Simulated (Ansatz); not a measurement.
Predict the output of the script below (Ansatz's Python interface).

Contents of `csk3.vasp`:
```text
CsK3
1.0
   7.03429394    0.00000000    0.00000000
   0.00000000    7.03429394    0.00000000
   0.00000000    0.00000000    7.03429394
K Cs
3 1
Direct
   0.00000000    0.50000000    0.50000000
   0.50000000    0.00000000    0.50000000
   0.50000000    0.50000000    0.00000000
   0.00000000    0.00000000    0.00000000
```

`csk3.py`
```python
# -*- coding: utf-8 -*-
"""Short molecular dynamics of CsK3."""

from dataclasses import dataclass

import ansatz as az
from ase.io import read
import numpy as np


@dataclass(frozen=True)
class Options:
    functional: str = "pbesol"
    dispersion: str = "D4"
    kgrid: tuple[int, ...] = (1, 1, 1)
    filling: str = "Fermi-Dirac"
    max_iterations: int = 100
    n_steps: int = 10
    temperature_k: int = 500


settings = Options()


def main():
    atoms = read("csk3.vasp", format="vasp")
    structure = az.Crystal.from_ase(atoms)

    # a coarse mesh keeps each step cheap
    calc = (
        structure.supercell(2, 1, 1).calculation()
        .functional(settings.functional, dispersion=settings.dispersion)
        .basis(10 * az.Ha, density_ratio=4)
        .kpoints(*settings.kgrid)
        .occupations(settings.filling)
        .initial_density(normalization="cell")
        .scf(max_iterations=settings.max_iterations)
        .md("nve", timestep=2.0, steps=settings.n_steps, temperature=settings.temperature_k, initial_velocities="maxwell_boltzmann", seed=611)
    )
    steps = []


    def collect(event):
        if event["event"] == "md_step":
            steps.append(event["data"])


    done = calc.session().plan().execute(on_event=collect)
    data = done.report

    print(" step   t (fs)     E_pot (eV)   E_kin (eV)    T (K)")
    for s in steps[::2]:
        print(f"{s['step']:5d} {s['time_fs']:8.1f} {s['lagrangian_ev']:14.4f} {s['e_kin_ev']:12.4f} {s['temperature_k']:8.1f}")

    temperature = np.array([s["temperature_k"] for s in steps])
    print(f"mean temperature of the second half {temperature[len(steps) // 2 :].mean():.1f} K")

    with open("trajectory.xyz", "w") as handle:
        for s in steps[::5]:
            handle.write(f"{len(s['positions_ang'])}\nt = {s['time_fs']} fs\n")
            for site, xyz in zip(done.lattice.sites, s["positions_ang"]):
                handle.write("{} {:.4f} {:.4f} {:.4f}\n".format(site.symbol, *xyz))

    print("last positions (A) and velocities (A/fs)")
    for site, xyz, vel in zip(done.lattice.sites, steps[-1]["positions_ang"], steps[-1]["velocities_ang_fs"]):
        print(f"{site.symbol:2s}", " ".join(f"{v:8.4f}" for v in xyz), " ", " ".join(f"{v:9.5f}" for v in vel))


if __name__ == "__main__":
    main()
```

Output of `python csk3.py`:
```text
DeckWarning: md: disabling space-group detection — thermal motion breaks the input geometry's symmetry, so no spatial operation reduces the k-mesh or symmetrises the density; time reversal is kept, [...]
DeckWarning: basis.ecutwfc = 272.11386245988 eV is below the records' recommended 420 eV, and the density's cutoff is lower with it unless basis.ecutrho_ratio is high enough to keep the records' density cutoff: compare with a run at a higher cutoff
DeckWarning: basis.ecutrho_ratio = 4 (ecutrho = 1088.45544983952 eV) is below the records' recommended 1680 eV
RunWarning: dispersion: an atom stands within reach of a switch of its C6 between two reference coordination numbers of its element: through that C6 alone, e_disp changes by 0.025 eV or more while [...]
 step   t (fs)     E_pot (eV)   E_kin (eV)    T (K)
    0      0.0    -20269.0894       0.4524    500.0
    2      4.0    -20269.0905       0.4535    501.2
    4      8.0    -20269.1046       0.4676    516.8
    6     12.0    -20269.1081       0.4711    520.6
    8     16.0    -20269.1043       0.4673    516.5
   10     20.0    -20269.0994       0.4624    511.1
mean temperature of the second half 517.1 K
last positions (A) and velocities (A/fs)
K   -0.0828   3.4263   3.4860    -0.00409  -0.00452  -0.00154
K    3.5868   0.0128   3.4663     0.00380   0.00066  -0.00252
K    3.5187   3.6364   0.0085     0.00040   0.00591   0.00042
Cs   0.0598  -0.0036  -0.0006     0.00299  -0.00018  -0.00003
K    6.9789   3.5590   3.6523    -0.00273   0.00206   0.00668
K   10.5095  -0.0860   3.5610    -0.00246  -0.00426   0.00217
K   10.5578   3.5406   0.0007    -0.00005   0.00114   0.00005
Cs   7.0047  -0.0024  -0.0307    -0.00147  -0.00011  -0.00151
```
(Warnings from the package without file and line, shortened.)

File `trajectory.xyz` afterwards:
```text
8
t = 0.0 fs
K 0.0000 3.5171 3.5171
K 3.5171 0.0000 3.5171
K 3.5171 3.5171 0.0000
Cs 0.0000 0.0000 0.0000
K 7.0343 3.5171 3.5171
K 10.5514 0.0000 3.5171
K 10.5514 3.5171 0.0000
Cs 7.0343 0.0000 0.0000
8
t = 10.0 fs
K -0.0415 3.4717 3.5015
K 3.5486 0.0063 3.4917
K 3.5145 3.5769 0.0042
Cs 0.0299 -0.0018 -0.0003
K 7.0064 3.5382 3.5850
K 10.5340 -0.0431 3.5392
K 10.5582 3.5290 0.0003
Cs 7.0195 -0.0012 -0.0154
8
t = 20.0 fs
K -0.0828 3.4263 3.4860
K 3.5868 0.0128 3.4663
K 3.5187 3.6364 0.0085
Cs 0.0598 -0.0036 -0.0006
K 6.9789 3.5590 3.6523
K 10.5095 -0.0860 3.5610
K 10.5578 3.5406 0.0007
Cs 7.0047 -0.0024 -0.0307
```

What to keep in mind:
- The settings weren't tested for convergence.
- The cutoff lies under the one recommended for these potentials.
- This cell is a computed structure, which may not be the phase found in nature.
- A small cell, a coarse mesh and a very short run: it shows the set-up and gives no equilibrium averages.
- Run time: 15 s on 1 thread of Arm Neoverse V2, with other jobs on the host, peak memory 0.52 GiB.
